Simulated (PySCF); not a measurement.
# C3H10OSi: NMR shifts at several levels of theory, part 2 of 3

PySCF 2.14.0. Atoms count from 0. The steps go on from the part before.

## 7. Nuclear shieldings: wB97X-D/pcSseg-1

The job: settings as JSON, then the geometry in Å.

```
{"job": {"kind": "nmr", "xc": "wB97X-D", "basis": "pcSseg-1", "pop": false}, "charge": 0, "multiplicity": 1}
C     -0.297696     1.368963    -1.090537
Si    -0.221670     0.015043     0.208991
C     -0.681514    -1.637014    -0.530620
C      1.500981    -0.045784     0.954840
O     -1.369847     0.293058     1.403595
H      0.423874     1.181158    -1.902667
H     -0.063708     2.358604    -0.665298
H     -1.302747     1.426063    -1.537716
H     -0.658498    -2.428610     0.234245
H      0.016250    -1.918959    -1.334853
H     -1.698067    -1.605246    -0.953454
H      2.252908    -0.263019     0.178121
H      1.777720     0.910050     1.428298
H      1.568279    -0.834163     1.720937
H     -1.287853     1.119716     1.886299
```

Level: GIAO wB97X-D/pcSseg-1 NMR shielding, non-relativistic, gas phase.

Output:

```text
coarse grid: 12168 points
cycle   1  E = -484.8918155228  dE =  2.544e-01  |g| = 7.466e-01  |ddm| = 3.174e+00
cycle   2  E = -484.8785928671  dE =  1.322e-02  |g| = 8.377e-01  |ddm| = 1.152e+00
cycle   3  E = -484.9983546385  dE = -1.198e-01  |g| = 7.205e-02  |ddm| = 6.429e-01
cycle   4  E = -484.9994030785  dE = -1.048e-03  |g| = 2.399e-02  |ddm| = 6.824e-02
cycle   5  E = -484.9995489118  dE = -1.458e-04  |g| = 2.658e-03  |ddm| = 2.425e-02
cycle   6  E = -484.9995511832  dE = -2.271e-06  |g| = 4.210e-04  |ddm| = 4.589e-03
final grid: 110480 points
cycle   7  E = -485.0415227161  dE = -1.580e-04  |g| = 4.047e-03  |ddm| = 3.234e-02
cycle   8  E = -485.0415258826  dE = -3.166e-06  |g| = 2.666e-03  |ddm| = 6.904e-03
cycle   9  E = -485.0415270831  dE = -1.201e-06  |g| = 7.285e-04  |ddm| = 1.874e-03
cycle  10  E = -485.0415271894  dE = -1.063e-07  |g| = 3.238e-04  |ddm| = 1.056e-03
cycle  11  E = -485.0415272107  dE = -2.123e-08  |g| = 6.285e-05  |ddm| = 3.100e-04
cycle  12  E = -485.0415272119  dE = -1.256e-09  |g| = 1.194e-05  |ddm| = 1.015e-04
cycle  13  E = -485.0415272120  dE = -7.685e-11  |g| = 2.614e-06  |ddm| = 3.508e-05
converged SCF energy = -485.0415272120

GIAO shielding tensors (ppm)
atom      isotropic    diamagn.    paramagn.     s11        s22        s33       span
  0 C      182.381     257.244     -74.863    174.945    181.808    190.391     15.446
  1 Si     331.376     880.004    -548.628    313.113    321.273    359.742     46.629
  2 C      184.850     256.212     -71.362    178.116    185.104    191.330     13.214
  3 C      182.313     257.313     -75.000    174.944    181.777    190.217     15.272
  4 O      291.119     389.226     -98.107    280.754    284.279    308.325     27.571
  5 H       31.506      32.096      -0.590     27.710     29.018     37.790     10.080
  6 H       31.390      31.599      -0.209     27.523     28.963     37.685     10.162
  7 H       31.151      31.162      -0.011     27.081     28.687     37.684     10.603
  8 H       31.075      30.695       0.380     26.927     28.515     37.782     10.855
  9 H       31.633      31.689      -0.056     27.758     29.149     37.993     10.236
 10 H       31.066      30.694       0.372     26.910     28.521     37.767     10.858
 11 H       31.512      32.108      -0.596     27.722     29.060     37.754     10.032
 12 H       31.380      31.581      -0.201     27.503     28.952     37.684     10.181
 13 H       31.144      31.150      -0.007     27.069     28.688     37.674     10.605
 14 H       30.911      31.804      -0.893     23.049     25.963     43.722     20.673
```

Run time: 24 s. Hardware: 1 thread of Arm Neoverse N1, shared host; peak memory 0.73 GiB.

Key values: δ C0 1.4, Si1 21.6, O4 42.1, H14 0.47, H5 0.06 ppm (means over like atoms).

## 8. Nuclear shieldings: LC-wPBE/pcSseg-1

Same as in step 7 but for these lines:

```diff
@@ -1,2 +1,2 @@
-{"job": {"kind": "nmr", "xc": "wB97X-D", "basis": "pcSseg-1", "pop": false}, "charge": 0, "multiplicity": 1}
+{"job": {"kind": "nmr", "xc": "LC-wPBE", "basis": "pcSseg-1", "pop": false}, "charge": 0, "multiplicity": 1}
 C     -0.297696     1.368963    -1.090537
```

With the program's defaults for keys left out, this is: GIAO LC-wPBE/pcSseg-1 NMR shielding, non-relativistic, gas phase.

Output:

```text
coarse grid: 12168 points
cycle   1  E = -484.7585766677  dE =  3.004e-01  |g| = 7.149e-01  |ddm| = 3.149e+00
cycle   2  E = -484.7671566490  dE = -8.580e-03  |g| = 7.403e-01  |ddm| = 1.007e+00
cycle   3  E = -484.8561721546  dE = -8.902e-02  |g| = 5.902e-02  |ddm| = 5.281e-01
cycle   4  E = -484.8569340372  dE = -7.619e-04  |g| = 2.255e-02  |ddm| = 6.698e-02
cycle   5  E = -484.8570662301  dE = -1.322e-04  |g| = 3.445e-03  |ddm| = 2.578e-02
cycle   6  E = -484.8570698027  dE = -3.573e-06  |g| = 4.968e-04  |ddm| = 5.389e-03
final grid: 110480 points
cycle   7  E = -484.9068363971  dE = -3.935e-05  |g| = 5.365e-03  |ddm| = 1.737e-02
cycle   8  E = -484.9068391196  dE = -2.723e-06  |g| = 3.399e-03  |ddm| = 4.550e-03
cycle   9  E = -484.9068413795  dE = -2.260e-06  |g| = 4.349e-04  |ddm| = 2.109e-03
cycle  10  E = -484.9068414091  dE = -2.956e-08  |g| = 2.204e-04  |ddm| = 4.109e-04
cycle  11  E = -484.9068414181  dE = -8.993e-09  |g| = 4.290e-05  |ddm| = 2.208e-04
cycle  12  E = -484.9068414185  dE = -4.612e-10  |g| = 6.734e-06  |ddm| = 5.109e-05
converged SCF energy = -484.9068414185

GIAO shielding tensors (ppm)
atom      isotropic    diamagn.    paramagn.     s11        s22        s33       span
  0 C      186.099     257.541     -71.442    178.754    185.782    193.761     15.007
  1 Si     333.894     880.048    -546.154    314.871    322.523    364.289     49.418
  2 C      188.405     256.514     -68.109    181.749    188.908    194.557     12.808
  3 C      186.033     257.608     -71.575    178.752    185.753    193.594     14.842
  4 O      298.995     388.819     -89.824    286.883    293.574    316.528     29.645
  5 H       31.445      32.021      -0.576     27.518     28.869     37.949     10.431
  6 H       31.323      31.546      -0.223     27.309     28.816     37.843     10.535
  7 H       31.084      31.102      -0.017     26.867     28.531     37.854     10.987
  8 H       31.000      30.645       0.355     26.711     28.364     37.924     11.213
  9 H       31.564      31.627      -0.064     27.551     28.988     38.152     10.601
 10 H       30.991      30.645       0.346     26.694     28.370     37.909     11.215
 11 H       31.451      32.033      -0.582     27.530     28.911     37.914     10.384
 12 H       31.312      31.526      -0.214     27.289     28.805     37.842     10.553
 13 H       31.077      31.088      -0.012     26.855     28.532     37.843     10.988
 14 H       30.813      31.729      -0.916     22.797     25.804     43.838     21.041
```

It took 32 s on 1 thread of Arm Neoverse N1, shared host; peak memory 0.56 GiB.

Key values: δ C0 1.7, Si1 24.6, O4 39.7, H14 0.51, H5 0.08 ppm (means over like atoms).

## 9. NMR shieldings: PBE0/STO-3G

Same as in step 8 but for these lines:

```diff
@@ -1,2 +1,2 @@
-{"job": {"kind": "nmr", "xc": "LC-wPBE", "basis": "pcSseg-1", "pop": false}, "charge": 0, "multiplicity": 1}
+{"job": {"kind": "nmr", "xc": "PBE0", "basis": "STO-3G", "pop": true}, "charge": 0, "multiplicity": 1}
 C     -0.297696     1.368963    -1.090537
```

With the program's defaults for keys left out, this is: GIAO PBE0/STO-3G NMR shielding, non-relativistic, gas phase.

Output:

```text
coarse grid: 12168 points
cycle   1  E = -478.8816726557  dE =  1.093e-01  |g| = 5.988e-01  |ddm| = 4.352e+00
cycle   2  E = -478.8962057533  dE = -1.453e-02  |g| = 5.944e-01  |ddm| = 1.726e+00
cycle   3  E = -479.0069126986  dE = -1.107e-01  |g| = 6.188e-02  |ddm| = 9.105e-01
cycle   4  E = -479.0080821056  dE = -1.169e-03  |g| = 1.588e-02  |ddm| = 1.088e-01
cycle   5  E = -479.0081605199  dE = -7.841e-05  |g| = 1.853e-03  |ddm| = 2.412e-02
cycle   6  E = -479.0081618605  dE = -1.341e-06  |g| = 2.279e-04  |ddm| = 3.512e-03
final grid: 110480 points
cycle   7  E = -478.9715999209  dE = -5.368e-06  |g| = 4.548e-03  |ddm| = 1.507e-02
cycle   8  E = -478.9716006145  dE = -6.936e-07  |g| = 4.311e-03  |ddm| = 1.212e-02
cycle   9  E = -478.9716064148  dE = -5.800e-06  |g| = 2.200e-04  |ddm| = 6.056e-03
cycle  10  E = -478.9716064304  dE = -1.559e-08  |g| = 1.415e-05  |ddm| = 3.283e-04
cycle  11  E = -478.9716064304  dE = -7.628e-11  |g| = 6.326e-06  |ddm| = 3.817e-05
converged SCF energy = -478.9716064304

GIAO shielding tensors (ppm)
atom      isotropic    diamagn.    paramagn.     s11        s22        s33       span
  0 C      234.976     247.588     -12.612    231.273    236.635    237.021      5.748
  1 Si     504.414     869.540    -365.126    479.932    480.627    552.683     72.751
  2 C      236.165     246.972     -10.807    231.329    237.567    239.599      8.270
  3 C      234.994     247.680     -12.686    231.202    236.613    237.167      5.965
  4 O      412.522     377.863      34.659    301.212    418.904    517.449    216.237
  5 H       32.598      31.589       1.009     27.236     29.612     40.947     13.710
  6 H       32.797      31.272       1.525     27.354     30.025     41.013     13.659
  7 H       32.500      30.886       1.614     26.927     29.268     41.306     14.379
  8 H       32.195      30.548       1.647     26.431     29.172     40.983     14.553
  9 H       32.518      31.325       1.193     26.948     29.554     41.053     14.105
 10 H       32.185      30.545       1.640     26.401     29.185     40.969     14.569
 11 H       32.600      31.604       0.996     27.214     29.659     40.925     13.712
 12 H       32.792      31.257       1.534     27.343     30.019     41.014     13.671
 13 H       32.498      30.878       1.619     26.925     29.265     41.302     14.377
 14 H       36.571      31.814       4.757     28.305     32.984     48.425     20.120
```

Wall time 5 s (1 thread of Arm Neoverse N1, shared host); peak memory 0.43 GiB.

Key values: δ C0 -0.7, Si1 13.2, O4 -70.8, H5 0.08, H14 -3.97 ppm (means over like atoms).

## 10. Shielding tensors: PBE0/6-31G

Same as in step 9 but for these lines:

```diff
@@ -1,2 +1,2 @@
-{"job": {"kind": "nmr", "xc": "PBE0", "basis": "STO-3G", "pop": true}, "charge": 0, "multiplicity": 1}
+{"job": {"kind": "nmr", "xc": "PBE0", "basis": "6-31G", "pop": true}, "charge": 0, "multiplicity": 1}
 C     -0.297696     1.368963    -1.090537
```

With the program's defaults for keys left out, this is: GIAO PBE0/6-31G NMR shielding, non-relativistic, gas phase.

Output:

```text
coarse grid: 12168 points
cycle   1  E = -484.5766519054  dE =  2.760e-01  |g| = 8.075e-01  |ddm| = 3.175e+00
cycle   2  E = -484.4535388486  dE =  1.231e-01  |g| = 1.133e+00  |ddm| = 1.900e+00
cycle   3  E = -484.7152452290  dE = -2.617e-01  |g| = 1.411e-01  |ddm| = 1.269e+00
cycle   4  E = -484.7197826231  dE = -4.537e-03  |g| = 2.312e-02  |ddm| = 1.452e-01
cycle   5  E = -484.7199189337  dE = -1.363e-04  |g| = 1.548e-03  |ddm| = 2.137e-02
cycle   6  E = -484.7199196996  dE = -7.660e-07  |g| = 4.168e-04  |ddm| = 3.564e-03
final grid: 110480 points
cycle   7  E = -484.6668944217  dE = -7.642e-06  |g| = 7.573e-03  |ddm| = 1.497e-02
cycle   8  E = -484.6668868542  dE =  7.567e-06  |g| = 9.611e-03  |ddm| = 1.509e-02
cycle   9  E = -484.6669090121  dE = -2.216e-05  |g| = 1.150e-03  |ddm| = 8.661e-03
cycle  10  E = -484.6669092739  dE = -2.619e-07  |g| = 3.543e-05  |ddm| = 1.004e-03
cycle  11  E = -484.6669092743  dE = -4.038e-10  |g| = 1.584e-05  |ddm| = 8.813e-05
converged SCF energy = -484.6669092743

GIAO shielding tensors (ppm)
atom      isotropic    diamagn.    paramagn.     s11        s22        s33       span
  0 C      197.003     255.162     -58.159    188.838    196.517    205.653     16.815
  1 Si     412.516     878.796    -466.281    388.679    399.026    449.842     61.162
  2 C      199.040     254.233     -55.194    191.002    199.724    206.392     15.390
  3 C      196.972     255.279     -58.307    188.859    196.536    205.521     16.662
  4 O      310.483     394.691     -84.208    280.667    304.741    346.041     65.374
  5 H       32.666      31.280       1.386     28.178     30.204     39.616     11.439
  6 H       32.734      31.259       1.475     28.259     30.311     39.632     11.373
  7 H       32.388      30.924       1.464     27.721     29.733     39.709     11.988
  8 H       32.201      30.544       1.657     27.364     29.577     39.662     12.298
  9 H       32.871      31.043       1.828     28.270     30.423     39.918     11.648
 10 H       32.193      30.536       1.657     27.345     29.586     39.649     12.304
 11 H       32.674      31.294       1.380     28.183     30.253     39.587     11.404
 12 H       32.725      31.254       1.470     28.245     30.300     39.629     11.384
 13 H       32.380      30.925       1.455     27.712     29.734     39.693     11.981
 14 H       33.125      30.947       2.178     24.989     28.325     46.061     21.072
```

Run time: 9.3 s. Hardware: 1 thread of Arm Neoverse N1, shared host; peak memory 0.46 GiB.

Key values: δ C0 1.9, Si1 32.2, O4 8.0, H5 0.08, H14 -0.51 ppm (means over like atoms).

## 11. NMR shieldings: PBE0/6-31G*

Same as in step 10 but for these lines:

```diff
@@ -1,2 +1,2 @@
-{"job": {"kind": "nmr", "xc": "PBE0", "basis": "6-31G", "pop": true}, "charge": 0, "multiplicity": 1}
+{"job": {"kind": "nmr", "xc": "PBE0", "basis": "6-31G*", "pop": true}, "charge": 0, "multiplicity": 1}
 C     -0.297696     1.368963    -1.090537
```

Level: GIAO PBE0/6-31G* NMR shielding, non-relativistic, gas phase.

Output:

```text
coarse grid: 12168 points
cycle   1  E = -484.6629418988  dE =  1.892e-01  |g| = 8.105e-01  |ddm| = 3.130e+00
cycle   2  E = -484.5587874774  dE =  1.042e-01  |g| = 1.091e+00  |ddm| = 1.628e+00
cycle   3  E = -484.8004758443  dE = -2.417e-01  |g| = 1.356e-01  |ddm| = 1.048e+00
cycle   4  E = -484.8044820235  dE = -4.006e-03  |g| = 2.293e-02  |ddm| = 1.263e-01
cycle   5  E = -484.8046161192  dE = -1.341e-04  |g| = 2.162e-03  |ddm| = 2.132e-02
cycle   6  E = -484.8046171300  dE = -1.011e-06  |g| = 2.846e-04  |ddm| = 2.013e-03
final grid: 110480 points
cycle   7  E = -484.7511638356  dE = -1.530e-05  |g| = 8.110e-03  |ddm| = 1.528e-02
cycle   8  E = -484.7511566453  dE =  7.190e-06  |g| = 1.001e-02  |ddm| = 1.508e-02
cycle   9  E = -484.7511806247  dE = -2.398e-05  |g| = 1.150e-03  |ddm| = 8.292e-03
cycle  10  E = -484.7511808826  dE = -2.579e-07  |g| = 5.624e-05  |ddm| = 8.937e-04
cycle  11  E = -484.7511808833  dE = -6.780e-10  |g| = 2.432e-05  |ddm| = 8.933e-05
converged SCF energy = -484.7511808833

GIAO shielding tensors (ppm)
atom      isotropic    diamagn.    paramagn.     s11        s22        s33       span
  0 C      191.819     253.072     -61.253    184.706    191.480    199.272     14.566
  1 Si     397.259     880.580    -483.321    377.850    388.634    425.293     47.443
  2 C      194.114     252.408     -58.294    187.586    194.630    200.125     12.539
  3 C      191.782     253.181     -61.398    184.716    191.495    199.137     14.421
  4 O      295.361     390.438     -95.077    282.664    288.513    314.906     32.242
  5 H       32.106      30.981       1.124     28.220     29.888     38.210      9.991
  6 H       32.059      30.702       1.357     28.130     29.876     38.172     10.042
  7 H       31.836      30.393       1.443     27.738     29.516     38.256     10.518
  8 H       31.720      30.093       1.627     27.513     29.373     38.272     10.759
  9 H       32.220      30.717       1.503     28.296     29.928     38.436     10.140
 10 H       31.711      30.088       1.623     27.495     29.380     38.260     10.765
 11 H       32.112      30.999       1.113     28.229     29.930     38.177      9.948
 12 H       32.048      30.697       1.351     28.110     29.860     38.173     10.063
 13 H       31.828      30.394       1.434     27.727     29.514     38.244     10.517
 14 H       31.565      29.278       2.287     23.944     27.087     43.662     19.718
```

It took 12 s on 1 thread of Arm Neoverse N1, shared host; peak memory 0.51 GiB.

Key values: δ C0 1.6, Si1 20.8, O4 28.8, H14 0.40, H5 0.00 ppm (means over like atoms).

(Part 2 of 3 ends here.)
